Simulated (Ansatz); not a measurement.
Relaxation of a periodic cell of 17 atoms, Si16N (host Si, host structure diamond, interstitial N), to a largest force component of 0.03 eV/Å in at most 60 steps.

Theory: DFT PBE, scalar-relativistic, plane waves, PAW in Ansatz 0.2.0. Settings: PAW set soft_1, cutoff 420 eV, k mesh 2x2x2, gaussian smearing 0.02 eV, spin collinear.

```xyz
17
Lattice="0.0000 5.4300 5.4300 5.4300 0.0000 5.4300 5.4300 5.4300 0.0000" Properties=species:S:1:pos:R:3:forces:R:3
Si 0.000 0.000 0.000 0.01 0.15 0.01
Si 1.357 1.357 1.357 0.00 0.00 0.00
Si 2.715 2.715 0.000 -0.15 -0.01 0.01
Si 4.072 4.072 1.357 0.55 -0.57 -0.53
Si 2.715 0.000 2.715 0.00 0.00 0.00
Si 4.072 1.357 4.072 0.00 0.00 0.00
Si 5.430 2.715 2.715 0.00 0.00 0.14
Si 6.787 4.072 4.072 0.00 0.01 0.00
Si 0.000 2.715 2.715 0.01 -0.01 -0.14
Si 1.357 4.072 4.072 -0.51 -0.56 0.53
Si 2.715 5.430 2.715 -0.03 0.06 -0.01
Si 4.072 6.787 4.072 0.52 0.50 0.51
Si 2.715 2.715 5.430 0.13 0.00 -0.01
Si 4.072 4.072 6.787 0.00 0.00 0.00
Si 5.430 5.430 5.430 0.00 -0.13 0.00
Si 6.787 6.787 6.787 -0.49 0.49 -0.49
N 5.420 8.165 5.430 -0.04 0.08 -0.01
```

**Question.** Where does it end, and by what steps?

**Answer.** It converged. Limits of this set-up: coarse k mesh, a small cell, in which the defect meets its images. After 11 steps the energy has fallen by 1.537 eV; N17 moved furthest, 0.90 Å.

```json
{"step": "0", "energy less start (eV)": "0.0000", "largest force component (eV/Å)": "0.572", "accepted": "yes"}
{"step": "1", "energy less start (eV)": "-0.1437", "largest force component (eV/Å)": "0.418", "accepted": "yes"}
{"step": "2", "energy less start (eV)": "-0.3081", "largest force component (eV/Å)": "0.363", "accepted": "yes"}
{"step": "3", "energy less start (eV)": "-0.4565", "largest force component (eV/Å)": "0.445", "accepted": "yes"}
{"step": "4", "energy less start (eV)": "-0.4510", "largest force component (eV/Å)": "1.005", "accepted": "no"}
{"step": "5", "energy less start (eV)": "-0.6249", "largest force component (eV/Å)": "0.636", "accepted": "yes"}
{"step": "6", "energy less start (eV)": "-0.8378", "largest force component (eV/Å)": "0.987", "accepted": "yes"}
{"step": "7", "energy less start (eV)": "-1.1172", "largest force component (eV/Å)": "0.760", "accepted": "yes"}
{"step": "8", "energy less start (eV)": "-1.4036", "largest force component (eV/Å)": "0.347", "accepted": "yes"}
{"step": "9", "energy less start (eV)": "-1.5216", "largest force component (eV/Å)": "0.130", "accepted": "yes"}
{"step": "10", "energy less start (eV)": "-1.5362", "largest force component (eV/Å)": "0.050", "accepted": "yes"}
{"step": "11", "energy less start (eV)": "-1.5375", "largest force component (eV/Å)": "0.010", "accepted": "yes"}
```

```xyz
17
Lattice="0.0000 5.4300 5.4300 5.4300 0.0000 5.4300 5.4300 5.4300 0.0000" Properties=species:S:1:pos:R:3
Si 0.083 0.207 0.083
Si 1.519 1.195 1.520
Si 2.509 2.632 0.085
Si 4.224 3.922 1.076
Si 2.874 -0.160 2.875
Si 4.106 1.420 4.106
Si 5.455 2.691 2.680
Si 6.726 4.038 4.108
Si 0.084 2.631 2.510
Si 1.075 3.922 4.224
Si 2.819 5.326 2.820
Si 4.224 7.070 4.224
Si 2.679 2.691 5.456
Si 4.108 4.038 6.727
Si 5.456 5.467 5.456
Si 6.876 6.700 6.877
N 4.902 8.674 4.903
```

Whether the end is a true minimum wasn't checked by a vibrational analysis.

Time of the run: 4.7 min on 2 threads of Arm Neoverse V1, on a shared host, peak memory 0.95 GiB.
